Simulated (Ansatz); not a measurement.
# Cu3Pd: further runs on the relaxed cell

The task here is to estimate one member of a computed series from the others.

Method: DFT PBEsol, scalar-relativistic, plane waves, PAW, in Ansatz 0.2.0.

1 further run of the same task is left out (set aside as unsound or not needed).

### The starting structure

The structure is cubic, space group Pm-3m (No. 221). The conventional cell has a = 3.654 Å, b = 3.654 Å, c = 3.654 Å, α = 90.00°, β = 90.00°, γ = 90.00°. Cu (site symmetry 4/mmm) is surrounded by 8 Cu at 2.58 Å and 4 Pd at 2.58 Å. Pd (site symmetry m-3m) has 12 Cu at 2.58 Å as nearest neighbours.

Structure file:

```
CELL_PARAMETERS angstrom
3.65378 0.00000 0.00000
0.00000 3.65378 0.00000
0.00000 0.00000 3.65378
ATOMIC_POSITIONS crystal
Cu 0.00000 0.50000 0.50000
Cu 0.50000 0.00000 0.50000
Cu 0.50000 0.50000 0.00000
Pd 0.00000 0.00000 0.00000
```

This cell was relaxed beforehand with the same method: volume 12.19 Å³/atom, gap on the mesh none (metal).

The first run:

Contents of input.yaml:

```yaml
crystal:
  lattice:
    - [3.6537809454, 0.0, 0.0]
    - [0.0, 3.6537809454, 0.0]
    - [0.0, 0.0, 3.6537809454]
  atoms:
    - { symbol: Cu, position: [0.0, 0.5, 0.5] }
    - { symbol: Cu, position: [0.5, 0.0, 0.5] }
    - { symbol: Cu, position: [0.5, 0.5, 0.0] }
    - { symbol: Pd, position: [0.0, 0.0, 0.0] }
basis:
  ecutwfc: 420
kpoints:
  mp_grid: { grid: [12, 12, 12] }
  band_path:
    path:
      - [[0.0, 0.0, 0.0], [0.0, 0.5, 0.0], [0.5, 0.5, 0.0], [0.0, 0.0, 0.0], [0.5, 0.5, 0.5], [0.0, 0.5, 0.0]]
      - [[0.5, 0.5, 0.5], [0.5, 0.5, 0.0]]
    npoints: 14
hamiltonian:
  xc: pbesol
scf:
  occupations: { method: gaussian, width: 0.1 }
  n_extra_bands: 10
output:
  forces: true
  stress: true
  eigenvalues: true
  populations: true
  dos: { projected: true, de: 0.02, nscf_kmesh: { grid: [18, 18, 18] } }
  bader: true
  write_density: true
  write_potential: true
  elf: true
  volumetric_format: npy
```

Command:

```
$ ansatz run input.yaml --threads 1 --pin off --max-ram 2560MiB --backend cpu --events-out ev --progress --plain --runs-dir out
```

Among the steps run: Bands, states and charges; Back to the database's cell; The cell scaled to 0.97 of its volume; The cell scaled to 1.03 of its volume; Volume × 0.94; Point at V/V0 = 1.06; Point at V/V0 = 0.91; Point at V/V0 = 1.10; Volume × 0.88.

One table of the session follows, with a row left open; its other results are not shown here.

It belongs to the step «Energy against volume». 

| volume (Å³/atom) | energy above the lowest point (meV/atom) | pressure (GPa) |
| --- | --- | --- |
| 10.731 | 126.6 | 31.51 |
| 11.097 | 66.6 | 21.37 |
| 11.463 | 27.7 | 12.92 |
| 11.829 | 6.5 | 5.89 |
| 12.195 | 0.0 | 0.02 |
| 12.560 | 5.7 | -4.85 |
| 12.926 | ? | ? |
| 13.414 | 55.6 | -13.22 |

**Question.** Estimate the row for volume (Å³/atom) = 12.926.

Worked estimate for «energy above the lowest point (meV/atom)». A straight line through the neighbours (12.560, 5.7) and (13.414, 55.6) gives 5.7 + (55.6 − 5.7) × (12.926 − 12.560) / (13.414 − 12.560) = 27.1; a parabola fitted to 3 rows on both sides gives 20.8.

As computed: energy above the lowest point (meV/atom): 21.6; pressure (GPa): -8.90. In «energy above the lowest point (meV/atom)» the line misses by +5.5 and the parabola by -0.8.

Caveats from the session: The projections leave out shells that the potentials don't hold, such as empty d states.
